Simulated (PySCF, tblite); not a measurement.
# C₄H₇NOSi: geometry, infrared bands and NMR shifts

What infrared bands and NMR shifts should C₄H₇NOSi (`N#C[C@@H]1OCC[SiH2]1`) show?

Programs: tblite 0.8.0 and PySCF 2.14.0, with density-fitted response routines of our own. Each step states its level of theory. These are calculated values for one molecule in the gas phase, unless marked as measured. Atoms count from 0, in the outputs and in this text.

### 1 The starting structure

14 atoms, charge 0, multiplicity 1; geometry from: force field or distance geometry start.

Bonds of the start (Å): N0–C1 1.18, C1–C2 1.46, C2–O3 1.37, O3–C4 1.38, C4–C5 1.50, C5–Si6 1.89, Si6–C2 1.90, C2–H7 1.08, C4–H8 1.13, C4–H9 1.11, C5–H10 1.09, C5–H11 1.12, Si6–H12 1.43, Si6–H13 1.46.

### 2 Relaxing the molecule with GFN2-xTB

The job: settings as JSON, then the geometry in Å.

```
{"job": {"kind": "relax", "xc": "GFN2-xTB", "basis": "xTB"}, "charge": 0, "multiplicity": 1}
N     -2.301300    -0.747100     1.679600
C     -1.745200    -0.674700     0.644800
C     -1.025400    -0.616500    -0.623500
O      0.168300    -1.289400    -0.581200
C      0.952700    -0.807800     0.443200
C      1.197800     0.661300     0.261300
Si    -0.272800     1.116200    -0.829800
H     -1.687300    -0.870100    -1.443900
H      1.955100    -1.313900     0.343400
H      0.579800    -1.075900     1.452300
H      2.145400     0.920800    -0.202500
H      1.041900     1.183300     1.234600
H      0.100900     1.377900    -2.190200
H     -1.110600     2.135400    -0.210200
```

Run with:

```console
OMP_NUM_THREADS=1 python probes_run.py task.json out
```

This one command runs all jobs of the session in turn.

What it wrote:

```text
step      E/eV     max force
  0    -565.38877    3.669
  1    -565.36585   10.922
  2    -565.66088    2.327
  3    -565.73088    0.794
  4    -565.76111    0.391
  5    -565.79958    0.912
  6    -565.80859    0.410
  7    -565.81362    0.156
  8    -565.81940    0.467
  9    -565.82557    0.561
 10    -565.82967    0.326
 11    -565.83198    0.114
 12    -565.83352    0.227
 13    -565.83506    0.262
 14    -565.83649    0.179
 15    -565.83770    0.087
 16    -565.83882    0.171
 17    -565.83994    0.213
 18    -565.84098    0.149
 19    -565.84191    0.078
 20    -565.84281    0.116
 21    -565.84370    0.154
 22    -565.84448    0.112
 23    -565.84519    0.074
 24    -565.84604    0.141
 25    -565.84716    0.215
 26    -565.84846    0.217
 27    -565.84966    0.127
 28    -565.85057    0.065
 29    -565.85132    0.098
 30    -565.85210    0.140
 31    -565.85289    0.120
 32    -565.85354    0.075
 33    -565.85400    0.057
 34    -565.85437    0.054
 35    -565.85474    0.057
 36    -565.85511    0.053
 37    -565.85547    0.056
 38    -565.85593    0.087
 39    -565.85665    0.130
 40    -565.85773    0.160
 41    -565.85903    0.114
 42    -565.86028    0.096
 43    -565.86144    0.122
 44    -565.86271    0.108
 45    -565.86430    0.264
 46    -565.86606    0.180
 47    -565.86745    0.135
 48    -565.86853    0.103
 49    -565.86973    0.111
 50    -565.87097    0.189
 51    -565.87188    0.127
 52    -565.87265    0.103
 53    -565.87324    0.087
 54    -565.87412    0.073
 55    -565.87473    0.131
 56    -565.87512    0.070
 57    -565.87542    0.052
 58    -565.87567    0.038
 59    -565.87587    0.034
 60    -565.87600    0.029
 61    -565.87609    0.031
 62    -565.87617    0.024
 63    -565.87623    0.014
 64    -565.87627    0.013
 65    -565.87630    0.013
 66    -565.87632    0.012
 67    -565.87634    0.012
 68    -565.87637    0.016
 69    -565.87640    0.016
 70    -565.87642    0.010
 71    -565.87643    0.009
```

It took 0.66 s on 1 thread of Arm Neoverse N1, shared host; peak memory 0.18 GiB.

Step by step: (not every step is listed) (the energy doesn't fall at every step)

```tsv
step	energy from step 0 (eV)	largest force (eV/Å)
0	0.0000	3.6686
1	0.0229	10.9219
2	-0.2721	2.3274
3	-0.3421	0.7940
4	-0.3723	0.3915
5	-0.4108	0.9116
6	-0.4198	0.4097
7	-0.4248	0.1560
8	-0.4306	0.4672
13	-0.4463	0.2623
18	-0.4522	0.1489
23	-0.4564	0.0736
28	-0.4618	0.0653
33	-0.4652	0.0568
38	-0.4672	0.0873
43	-0.4727	0.1219
48	-0.4798	0.1027
53	-0.4845	0.0873
58	-0.4869	0.0378
63	-0.4875	0.0136
66	-0.4875	0.0122
67	-0.4876	0.0123
68	-0.4876	0.0163
69	-0.4876	0.0162
70	-0.4877	0.0103
71	-0.4877	0.0091
```

Distances of close pairs at the start and the end, largest changes first:

```tsv
bond	before (Å)	after (Å)	change (Å)
C2–O3	1.371	1.424	+0.053
C2–Si6	1.900	1.944	+0.043
C4–C5	1.500	1.537	+0.037
C4–H8	1.127	1.092	-0.036
N0–C1	1.177	1.145	-0.032
O3–C4	1.377	1.408	+0.031
C5–H11	1.115	1.087	-0.028
Si6–H12	1.435	1.461	+0.026
```

The end geometry stands in the next job.

### 3 Harmonic vibrations with GFN2-xTB

The job: settings as JSON, then the geometry in Å.

```
{"job": {"kind": "ir", "xc": "GFN2-xTB", "basis": "xTB"}, "charge": 0, "multiplicity": 1}
N     -2.674210    -0.829539     1.352781
C     -1.946032    -0.762827     0.471543
C     -0.991158    -0.619206    -0.593935
O      0.178964    -1.402986    -0.381026
C      1.027713    -0.783533     0.556673
C      1.301650     0.672796     0.147794
Si    -0.330219     1.206775    -0.676688
H     -1.441251    -0.975312    -1.523910
H      1.935771    -1.388907     0.578384
H      0.564000    -0.807533     1.553770
H      2.129127     0.707778    -0.560574
H      1.588029     1.264955     1.013744
H     -0.184172     1.605343    -2.074787
H     -1.158891     2.111723     0.114064
```

What it wrote:

```text
mode    cm-1     km/mol
  1      66.5      2.26
  2     129.5      4.80
  3     165.2      4.22
  4     279.1     10.57
  5     375.1     10.70
  6     447.9     14.63
  7     474.8     30.26
  8     519.3      3.81
  9     540.5     27.87
 10     609.3     16.60
 11     637.5    136.91
 12     710.9     89.10
 13     725.5     19.81
 14     753.4    215.56
 15     800.5     77.98
 16     915.3     35.75
 17     947.9      5.75
 18     991.4     22.28
 19    1022.3     46.71
 20    1055.9     39.91
 21    1089.9     26.44
 22    1148.9     25.26
 23    1188.0      9.82
 24    1237.4     10.40
 25    1267.2      7.43
 26    1326.8     15.26
 27    1460.7      5.54
 28    1483.9      0.75
 29    2296.3    280.46
 30    2311.1    263.84
 31    2384.2    242.65
 32    2879.1     47.36
 33    2943.5     14.04
 34    2986.4     26.03
 35    2994.6     30.46
 36    3019.4     14.00
```

Wall time 0.67 s (1 thread of Arm Neoverse N1, shared host); peak memory 0.18 GiB.

Which atoms move in the most intense modes:

```tsv
cm⁻¹	km/mol	atoms
638	136.9	H13 44 %, H12 37 %
711	89.1	C2 27 %, Si6 14 %, H10 11 %
753	215.6	H13 44 %, H12 44 %
800	78.0	C5 33 %, H11 29 %, Si6 11 %
2296	280.5	H12 97 %
2311	263.8	H13 96 %
2384	242.7	C1 59 %, N0 40 %
2879	47.4	H9 92 %
```

### 4 NMR shieldings: PBE0/pcSseg-1

Settings changed since step 3:

```diff
@@ -1,2 +1,2 @@
-{"job": {"kind": "ir", "xc": "GFN2-xTB", "basis": "xTB"}, "charge": 0, "multiplicity": 1}
+{"job": {"kind": "nmr", "xc": "PBE0", "basis": "pcSseg-1"}, "charge": 0, "multiplicity": 1}
 N     -2.674210    -0.829539     1.352781
```

Level: GIAO PBE0/pcSseg-1 NMR shielding, non-relativistic, gas phase.

What it wrote:

```text
coarse grid: 12456 points
cycle   1  E = -575.4335095012  dE =  9.430e-01  |g| = 6.455e-01  |ddm| = 3.451e+00
cycle   2  E = -575.2432953577  dE =  1.902e-01  |g| = 1.164e+00  |ddm| = 1.492e+00
cycle   3  E = -575.5142695617  dE = -2.710e-01  |g| = 1.819e-01  |ddm| = 1.008e+00
cycle   4  E = -575.5201876211  dE = -5.918e-03  |g| = 8.117e-02  |ddm| = 1.718e-01
cycle   5  E = -575.5214699142  dE = -1.282e-03  |g| = 1.913e-02  |ddm| = 7.002e-02
cycle   6  E = -575.5215441006  dE = -7.419e-05  |g| = 4.635e-03  |ddm| = 1.863e-02
cycle   7  E = -575.5215488451  dE = -4.744e-06  |g| = 1.111e-03  |ddm| = 4.527e-03
final grid: 116568 points
cycle   8  E = -575.5730749658  dE = -1.915e-05  |g| = 1.157e-02  |ddm| = 2.555e-02
cycle   9  E = -575.5730432495  dE =  3.172e-05  |g| = 1.762e-02  |ddm| = 1.919e-02
cycle  10  E = -575.5731001598  dE = -5.691e-05  |g| = 1.288e-03  |ddm| = 1.214e-02
cycle  11  E = -575.5731005139  dE = -3.541e-07  |g| = 3.700e-04  |ddm| = 1.405e-03
cycle  12  E = -575.5731005335  dE = -1.960e-08  |g| = 2.331e-04  |ddm| = 4.197e-04
cycle  13  E = -575.5731005445  dE = -1.098e-08  |g| = 3.973e-05  |ddm| = 1.711e-04
cycle  14  E = -575.5731005449  dE = -3.508e-10  |g| = 9.641e-06  |ddm| = 4.033e-05
converged SCF energy = -575.5731005449

GIAO shielding tensors (ppm)
atom      isotropic    diamagn.    paramagn.     s11        s22        s33       span
  0 N      -45.355     339.887    -385.243   -225.764   -171.434    261.132    486.896
  1 C       63.956     260.477    -196.521    -58.902    -44.788    295.557    354.458
  2 C      131.942     251.747    -119.805     96.704    114.768    184.354     87.650
  3 O      262.642     396.019    -133.378    215.079    247.309    325.536    110.457
  4 C      116.537     245.975    -129.438     72.018    110.653    166.940     94.921
  5 C      173.612     254.071     -80.459    147.416    174.252    199.168     51.752
  6 Si     371.537     879.927    -508.390    320.957    382.234    411.421     90.464
  7 H       27.270      28.485      -1.214     23.435     25.623     32.752      9.317
  8 H       27.239      29.318      -2.079     21.841     26.462     33.415     11.574
  9 H       27.950      31.104      -3.154     22.887     27.398     33.566     10.678
 10 H       30.350      30.424      -0.074     25.214     27.440     38.396     13.182
 11 H       30.540      30.455       0.086     26.149     27.166     38.306     12.157
 12 H       27.419      28.996      -1.577     23.978     24.562     33.718      9.739
 13 H       27.290      28.965      -1.676     24.020     25.150     32.699      8.680
```

Run time: 34 s. Hardware: 1 thread of Arm Neoverse N1, shared host; peak memory 0.73 GiB.

Shifts follow as δ = σ(reference) − σ, with reference shieldings (ppm) from runs at the same level and on the same kind of geometry: ¹H TMS 31.72, ¹³C TMS 186.9, ²⁹Si TMS 349.2, ¹⁵N NH3 267.7, ¹⁷O H2O 336.1. The references are single molecules in the gas phase, so shifts against H2O, NH3, PH3, H3PO4 or CFCl3 are not on the usual liquid scales and can be off by tens of ppm.

```tsv
atoms	environment	σ (ppm)	δ (ppm)	δ scaled to CDCl3
C1	nitrile carbon	64.0	123.0	118.1
C4	sp3 CH2 bonded to O	116.5	70.4	66.8
C2	sp3 CH bonded to O and Si, α to a nitrile	131.9	55.0	51.7
C5	sp3 CH2 bonded to Si	173.6	13.3	11.1
H8	hydrogen on an sp3 CH2 bonded to O	27.24	4.48	4.33
H7	hydrogen on an sp3 CH bonded to O and Si, α to a nitrile	27.27	4.45	4.30
H13	hydrogen on a silicon bonded to 2 C, in a 5-membered ring	27.29	4.43	–
H12	hydrogen on a silicon bonded to 2 C, in a 5-membered ring	27.42	4.30	–
H9	hydrogen on an sp3 CH2 bonded to O	27.95	3.77	3.66
H10	hydrogen on an sp3 CH2 bonded to Si	30.35	1.37	1.39
H11	hydrogen on an sp3 CH2 bonded to Si	30.54	1.18	1.21
N0	nitrile nitrogen	-45.4	313.1	–
O3	ether oxygen	262.6	73.4	–
Si6	silicon bonded to 2 C, 2 H, in a 5-membered ring	371.5	-22.4	–
```

The scaled column applies a straight-line fit of computed shieldings to shifts measured in CDCl3 (root-mean-square error 0.16 ppm for H, 1.9 ppm for C).

Charges from the same density, by scheme (e):

```tsv
atoms	Mulliken	IAO	Hirshfeld	ESP fit
N0	-0.25	-0.25	-0.22	-0.46
C1	0.11	0.12	0.07	0.34
C2	-0.22	-0.22	-0.02	-0.06
O3	-0.47	-0.37	-0.14	-0.35
C4	0.06	-0.05	0.00	0.08
C5	-0.56	-0.56	-0.16	-0.17
Si6	0.68	0.74	0.36	0.38
```

Mayer bond orders: N0–C1 3.02, C1–C2 0.97, C2–O3 0.92, O3–C4 0.92, C4–C5 1.01, C5–Si6 0.93, Si6–C2 0.81.

Ring of atoms C2, O3, C4, C5, Si6: NICS(0) -7.2, NICS(1) -4.2, NICS(1)zz -5.8 ppm (means of both faces).

### 5 Outcome

| quantity | value |
| --- | --- |
| strongest single infrared mode (GFN2-xTB) | 2296 cm⁻¹, 280 km/mol |
| zero-point energy (GFN2-xTB) | 63.2 kcal/mol |
| ¹³C shifts against TMS (PBE0/pcSseg-1) | 123.0, 70.4, 55.0, 13.3 ppm |
| ¹H shifts against TMS (PBE0/pcSseg-1) | 4.48, 4.45, 4.43, 4.30, 3.77, 1.37, 1.18 ppm |
| ¹⁵N shifts against NH3 (PBE0/pcSseg-1) | 313.1 ppm |
| ¹⁷O shifts against H2O (PBE0/pcSseg-1) | 73.4 ppm |
| ²⁹Si shifts against TMS (PBE0/pcSseg-1) | -22.4 ppm |

**Reading.** Over 71 steps the energy fell by 0.488 eV; of the close pairs, C2–O3 changed most, 1.371 to 1.424 Å. No mode is imaginary among the 36: a minimum at this level. The strongest single mode, at 2296 cm⁻¹, moves mainly H12. GFN2-xTB is a fitted tight-binding method: band positions and strengths are rough. Its intensities can rank the bands wrongly. The most deshielded carbon is C1 (nitrile carbon), at 123.0 ppm: C≡N carbons fall here, among the sp2 signals but without a proton. At PBE0/pcSseg-1: The largest span, 487 ppm, is at N0, where the paramagnetic term is -385 ppm.
